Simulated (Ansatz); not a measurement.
This script for Ansatz's Python interface starts 6 runs on CH4O3Si, SMILES O=C(O)O[SiH3]. What input does the engine get in each?

`ch4o3si_methods.py`:
```python
from pathlib import Path
import warnings

import ansatz as az
import numpy as np

params = {
    'basis': 'def2-SVP',
}

GEOMETRY = '''
O     1.13570   -1.22150    0.70330
C     1.06540   -0.03750    0.26830
O     2.14430    0.72810    0.24650
O     0.12100    0.67840   -0.24040
Si   -1.47000    0.02920   -0.39330
H     2.85970    0.15560    0.64010
H    -1.43370   -1.14260   -1.26980
H    -2.33350    1.07440   -0.97480
H    -2.00050   -0.31050    1.00300
'''

warnings.simplefilter('ignore', az.DeckWarning)

geometry = az.Crystal.molecule()
for line in GEOMETRY.strip().splitlines():
    symbol, *xyz = line.split()
    geometry = geometry.atom(symbol, [float(v) for v in xyz])

calculation = geometry.calculation().basis(gaussian=params['basis'])

print('functional    E (Ha)        dipole (D)   HOMO (eV)  LUMO (eV)')
for name in ['hse06', 'revpbe', 'cam_b3lyp', 'r2scan0', 'pbe', 'blyp']:
    r = calculation.functional(name).forces().orbitals().run(threads=1, backend='cpu', runs_dir='runs').report
    lines = Path(r['orbitals_path']).read_text().splitlines()
    field_of = lambda key: [line.split('=')[1].strip() for line in lines if line.startswith(key)]
    orbitals = [(27.211386 * float(e), s, float(n)) for e, s, n in zip(field_of('Ene='), field_of('Spin='), field_of('Occup='))]
    homo = max(e for e, _, n in orbitals if n > 0.5)
    lumo = min(e for e, _, n in orbitals if n < 0.5)
    dipole = 4.803205 * np.linalg.norm(r['charge_distribution']['dipole_moment_e_ang'])
    print(f'{name:10s} {r["free_energy_ev"] / 27.211386246:14.6f} {dipole:9.3f} {homo:11.3f} {lumo:10.3f}')
```

Run 1:
```yaml
crystal:
  periodic: [false, false, false]
  atoms:
    - { symbol: O, position_ang: [1.1357, -1.2215, 0.7033] }
    - { symbol: C, position_ang: [1.0654, -0.0375, 0.2683] }
    - { symbol: O, position_ang: [2.1443, 0.7281, 0.2465] }
    - { symbol: O, position_ang: [0.121, 0.6784, -0.2404] }
    - { symbol: Si, position_ang: [-1.47, 0.0292, -0.3933] }
    - { symbol: H, position_ang: [2.8597, 0.1556, 0.6401] }
    - { symbol: H, position_ang: [-1.4337, -1.1426, -1.2698] }
    - { symbol: H, position_ang: [-2.3335, 1.0744, -0.9748] }
    - { symbol: H, position_ang: [-2.0005, -0.3105, 1.003] }
basis:
  gaussian:
    orbitals: def2-SVP
hamiltonian:
  xc: hse06
output:
  orbitals: {}
  forces: true
```

Run 2, against run 1:
```diff
-  xc: hse06
+  xc: revpbe
```

Run 3, against run 1:
```diff
-  xc: hse06
+  xc: cam_b3lyp
```

Run 4, against run 1:
```diff
-  xc: hse06
+  xc: r2scan0
```

Run 5, against run 1:
```diff
-  xc: hse06
+  xc: pbe
```

Run 6, against run 1:
```diff
-  xc: hse06
+  xc: blyp
```

```console
$ python ch4o3si_methods.py
functional    E (Ha)        dipole (D)   HOMO (eV)  LUMO (eV)
hse06         -555.002346     1.141      -7.819     -0.227
revpbe        -555.284754     1.051      -6.307     -0.622
cam_b3lyp     -555.339130     1.143      -9.673      1.295
r2scan0       -555.220652     1.176      -8.571      0.370
pbe           -554.994924     1.038      -6.370     -0.737
blyp          -555.370883     1.040      -6.215     -0.555
```

Notes:
- Total energies depend on the basis set; only differences at equal settings carry meaning.
- The geometry is a force-field or estimated start, not a minimum of this method, and the basis set is short of its limit. A lower total doesn't mark the better method: functionals have no common bound, and MP2 and coupled cluster aren't variational.
- Levels such as HOMO and LUMO are orbital energies: with these approximate functionals they aren't the ionisation energy and electron affinity, and their gap isn't the fundamental gap.
- hse06 follows the composition of plane-wave codes, whose totals differ by tens of mHa, up to about 0.1 Ha, from the form usual in Gaussian-basis programs (wpbeh).
- It ran for 36 s on 1 thread of Arm Neoverse N1 (shared host), peak memory 0.27 GiB.
